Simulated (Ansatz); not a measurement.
Runs of Ansatz 0.2.0 on Hf2Pd2Se2Br2O3. The structure is trigonal, space group P-3m1 (No. 164). The conventional cell has a = 3.726 Å, b = 3.726 Å, c = 17.009 Å, α = 90.00°, β = 90.00°, γ = 120.00°. Hf (site symmetry 3m) is surrounded by 7 O at 2.15 to 2.43 Å. Around Pd (site symmetry 3m) lie 3 Se at 2.51 Å and 3 Br at 2.70 Å. Se (site symmetry 3m) is surrounded by 3 Pd at 2.51 Å and 1 Hf at 2.73 Å. Br (site symmetry 3m) has 3 Pd at 2.70 Å as nearest neighbours. O (site symmetry 3m) has 4 Hf at 2.15 to 2.37 Å as nearest neighbours. O (site symmetry -3m) is surrounded by 6 Hf at 2.43 Å and 6 O at 2.48 Å. The cell was built by a generator and needn't be a form met in nature.

```tsv
U	gap on the mesh (eV)	pressure (GPa)	largest force (eV/Å)
Hf d U = 4 eV, Pd d U = 4 eV	none	(b)	0.79
Hf d U = 6 eV, Pd d U = 6 eV	none	(a)	(c)
Hf d U = 2 eV, Pd d U = 2 eV	none	1.0	0.33
Hf d U = 8 eV, Pd d U = 8 eV	none	5.5	2.15
```

Alike in all rows: task projected density of states; level PBE+U; potentials or basis Ansatz PAW; no spin polarisation; cell as given; k mesh 8 × 8 × 2; cutoff (eV) 420; smearing fermi-dirac 0.05 eV.

Problem. Fill in the values left out.

Solution. (a) 3.6; (b) 2.2; (c) 1.37.

Caveats: this functional lacks dispersion, which binds the layers, so the pressure and a relaxed spacing across them are unreliable; U without spin polarisation on a metal has little footing; forces of over 1 eV/Å show positions far from the minimum, so gaps and moduli don't describe the material at rest (some runs).

A k mesh can miss the band edges, and the runs leave out spin-orbit coupling on Br, Hf, Pd, Se.

A gap of «none» marks a metal or a gap under the smearing width.
